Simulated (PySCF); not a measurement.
# GeSiH6O (SMILES [OH][GeH2][SiH3]) at BHLYP/cc-pVDZ

Aim: the energy change on altering one bond length of GeSiH6O at BHLYP/cc-pVDZ, from 2 runs. The job is set up through a Python script.

The results are computed with PySCF 2.14.0.

2 further runs of the same task are left out: 2 set aside as unsound or not needed.

### 1 The molecule

GeSiH6O: 9 atoms, total charge 0, spin state singlet. As SMILES, `[OH][GeH2][SiH3]`. The shape is that of a PBE0-D4/def2-TZVP optimisation. This is one conformer, not always the lowest.

Bond lengths: O1–Ge2 1.791 Å, Ge2–Si3 2.389 Å, O1–H4 0.960 Å, Ge2–H5 1.546 Å, Ge2–H6 1.536 Å, Si3–H7 1.488 Å, Si3–H8 1.488 Å, Si3–H9 1.486 Å. Some angles: O1–Ge2–Si3 109.9°, O1–Ge2–H5 109.2°, O1–Ge2–H6 103.6°, Si3–Ge2–H5 111.3°, Si3–Ge2–H6 113.0°, Ge2–O1–H4 112.4°, Ge2–Si3–H7 110.2°, Ge2–Si3–H8 109.3°, Ge2–Si3–H9 110.4°, H5–Ge2–H6 109.6°.

### 2 A single-point energy at BHLYP/cc-pVDZ

input.py

```python
# [OH][GeH2][SiH3]
from pyscf import gto, dft

mol = gto.Mole()
mol.atom = '''
O   -1.665400   1.003200  -0.854800
Ge   0.086300   0.899600  -0.495500
Si   0.525800  -1.010700   0.870400
H   -1.973400   0.267900  -1.389000
H    0.873700   0.832100  -1.824400
H    0.388100   2.226700   0.215900
H    1.986000  -1.132800   1.128400
H    0.060100  -2.236200   0.166300
H   -0.192800  -0.896100   2.165800
'''
mol.basis = 'cc-pvdz'
mol.verbose = 4
mol.max_memory = 1860
mol.build()

mf = dft.RKS(mol)
mf.xc = 'bhandhlyp'
mf.grids.level = 5
mf.conv_tol = 1e-10
mf.kernel()
if not mf.converged:
    mf = mf.newton().run(mf.mo_coeff, mf.mo_occ)

e_tot = mf.e_tot
print(f'total energy: {e_tot:.8f} hartree')
```

Run with:

```console
$ OMP_NUM_THREADS=1 python input.py
```

The log of the run:

```text
PySCF version 2.14.0

[INPUT] num. atoms = 9
[INPUT] num. electrons = 60
[INPUT] charge = 0
[INPUT] spin (= nelec alpha-beta = 2S) = 0
[INPUT] symmetry False subgroup None
[INPUT] Mole.unit = angstrom
[INPUT] Symbol           X                Y                Z      unit          X                Y                Z       unit  Magmom
[INPUT]  1 O     -1.665400000000   1.003200000000  -0.854800000000 AA   -3.147149887851   1.895773248164  -1.615337891278 Bohr   0.0
[INPUT]  2 Ge     0.086300000000   0.899600000000  -0.495500000000 AA    0.163083364550   1.699997621659  -0.936359294722 Bohr   0.0
[INPUT]  3 Si     0.525800000000  -1.010700000000   0.870400000000 AA    0.993617996296  -1.909946194098   1.644817618821 Bohr   0.0
[INPUT]  4 H     -1.973400000000   0.267900000000  -1.389000000000 AA   -3.729185534217   0.506257628771  -2.624829587021 Bohr   0.0
[INPUT]  5 H      0.873700000000   0.832100000000  -1.824400000000 AA    1.651053715032   1.572441108251  -3.447616341656 Bohr   0.0
[INPUT]  6 H      0.388100000000   2.226700000000   0.215900000000 AA    0.733402708944   4.207853161569   0.407991870294 Bohr   0.0
[INPUT]  7 H      1.986000000000  -1.132800000000   1.128400000000 AA    3.752996083386  -2.140681753907   2.132366958959 Bohr   0.0
[INPUT]  8 H      0.060100000000  -2.236200000000   0.166300000000 AA    0.113572540086  -4.225805559752   0.314261454515 Bohr   0.0
[INPUT]  9 H     -0.192800000000  -0.896100000000   2.165800000000 AA   -0.364339196816  -1.693383580223   4.092768840583 Bohr   0.0

nuclear repulsion = 271.699821364451
number of shells = 34
number of NR pGTOs = 186
number of NR cGTOs = 89
basis = cc-pvdz
ecp = {}

******** <class 'pyscf.dft.rks.RKS'> ********
method = RKS
initial guess = minao
damping factor = 0
level_shift factor = 0
DIIS = <class 'pyscf.scf.diis.CDIIS'>
diis_start_cycle = 1
diis_space = 8
diis_damp = 0
SCF conv_tol = 1e-10
SCF conv_tol_grad = None
SCF max_cycles = 50
direct_scf = True
direct_scf_tol = 1e-13
XC library pyscf.dft.libxc version 7.0.0
    S. Lehtola, C. Steigemann, M. J.T. Oliveira, and M. A.L. Marques.,  SoftwareX 7, 1–5 (2018)
XC functionals = bhandhlyp
    Defined through Gaussian implementation.
radial grids:
    Treutler-Ahlrichs [JCP 102, 346 (1995); DOI:10.1063/1.469408] (M4) radial grids

becke partition: Becke, JCP 88, 2547 (1988); DOI:10.1063/1.454033
pruning grids: <function nwchem_prune>
grids dens level: 5
symmetrized grids: False
atomic radii adjust function: <function treutler_atomic_radii_adjust>
small_rho_cutoff = 0
Set gradient conv threshold to 1e-05
Initial guess from minao.
tot grids = 272512
init E= -2444.50344561326
  HOMO = -0.298303177385727  LUMO = -0.0310797847892488  gap/eV = 7.27152
cycle= 1 E= -2445.14484751279  delta_E= -0.641  |g|= 0.674  |ddm|= 2.18
  HOMO = -0.213614455407136  LUMO = 0.0231098462591923  gap/eV = 6.44160
cycle= 2 E= -2445.0792954934  delta_E= 0.0656  |g|= 0.894  |ddm|= 1.22
  HOMO = -0.326879701518021  LUMO = 0.0237296260193691  gap/eV = 9.54057
cycle= 3 E= -2445.23770439407  delta_E= -0.158  |g|= 0.0407  |ddm|= 0.786
  HOMO = -0.321769007121866  LUMO = 0.0304258596615408  gap/eV = 9.58371
cycle= 4 E= -2445.2381184172  delta_E= -0.000414  |g|= 0.0101  |ddm|= 0.0434
  HOMO = -0.32397123216372  LUMO = 0.0291729678162054  gap/eV = 9.60954
cycle= 5 E= -2445.23814588148  delta_E= -2.75e-05  |g|= 0.00188  |ddm|= 0.0138
  HOMO = -0.323698079691401  LUMO = 0.0294288828542419  gap/eV = 9.60907
cycle= 6 E= -2445.23814716154  delta_E= -1.28e-06  |g|= 0.000412  |ddm|= 0.00264
  HOMO = -0.323788336394719  LUMO = 0.0293692333021185  gap/eV = 9.60991
cycle= 7 E= -2445.23814723137  delta_E= -6.98e-08  |g|= 6.53e-05  |ddm|= 0.000831
  HOMO = -0.323793690494867  LUMO = 0.0293685283446039  gap/eV = 9.61003
cycle= 8 E= -2445.23814723383  delta_E= -2.45e-09  |g|= 1.99e-05  |ddm|= 0.000151
  HOMO = -0.323791500127386  LUMO = 0.0293702553496002  gap/eV = 9.61002
cycle= 9 E= -2445.23814723404  delta_E= -2.17e-10  |g|= 3.5e-06  |ddm|= 3.5e-05
  HOMO = -0.323792063618613  LUMO = 0.02936998873535  gap/eV = 9.61003
cycle= 10 E= -2445.23814723403  delta_E= 1.14e-11  |g|= 7.6e-07  |ddm|= 7.32e-06
  HOMO = -0.323791947684331  LUMO = 0.029370070366884  gap/eV = 9.61003
Extra cycle  E= -2445.23814723403  delta_E= 4.09e-12  |g|= 4.64e-07  |ddm|= 1.47e-06
converged SCF energy = -2445.23814723403
total energy: -2445.23814723 hartree
```

It took 21 s on 1 thread of Intel Xeon at 2.70GHz, shared host; peak memory 0.46 GiB.

### 3 The distorted shape at the same level

input.py

```python
from pyscf import gto, dft

mol = gto.Mole()
mol.atom = [
    ('O', (-1.295799, 1.885562, -0.213759)),
    ('Ge', (0.455901, 1.781962, 0.145541)),
    ('Si', (0.895401, -0.128338, 1.511441)),
    ('H', (-1.973400, 0.267900, -1.389000)),
    ('H', (1.243301, 1.714462, -1.183359)),
    ('H', (0.757701, 3.109062, 0.856941)),
    ('H', (2.355601, -0.250438, 1.769441)),
    ('H', (0.429701, -1.353838, 0.807341)),
    ('H', (0.176801, -0.013738, 2.806841)),
]
mol.max_memory = 1860
mol.verbose = 3
mol.basis = 'cc-pvdz'
mol.build()

mf = dft.RKS(mol)
mf.xc = 'bhandhlyp'
mf.conv_tol = 1e-10
mf.grids.level = 5
mf.kernel()
if not mf.converged:
    mf = mf.newton().run(mf.mo_coeff, mf.mo_occ)

e_tot = mf.e_tot
print('E(%s) = %.9f' % ('BHLYP', e_tot))
```

Run with:

```console
$ OMP_NUM_THREADS=1 python input.py
```

The log of the run:

```text
converged SCF energy = -2445.02170481468
E(BHLYP) = -2445.021704815
```

It took 29 s on 1 thread of Intel Xeon at 2.70GHz, shared host; peak memory 0.46 GiB.

### 4 What came out

At BHLYP/cc-pVDZ:

```
                                                         quantity           value
                                        first shape: total energy  -2445.23815 Eh
                                       first shape: dipole moment          1.53 D
                                         first shape: HOMO energy        -8.81 eV
                                         first shape: LUMO energy         0.80 eV
                                       first shape: HOMO–LUMO gap         9.61 eV
                                    distorted shape: total energy  -2445.02170 Eh
                                   distorted shape: dipole moment          1.60 D
                                     distorted shape: HOMO energy        -8.73 eV
                                     distorted shape: LUMO energy        -3.82 eV
                                   distorted shape: HOMO–LUMO gap         4.91 eV
energy change with the O1–H4 bond stretched from 0.960 to 2.111 Å        5.890 eV
```

What this shows: With the O1–H4 bond stretched from 0.960 to 2.111 Å the energy rises by 5.89 eV (136 kcal/mol). The first shape isn't relaxed at this level, so the change isn't measured from a minimum. A restricted reference can't describe the breaking bond well at this length.
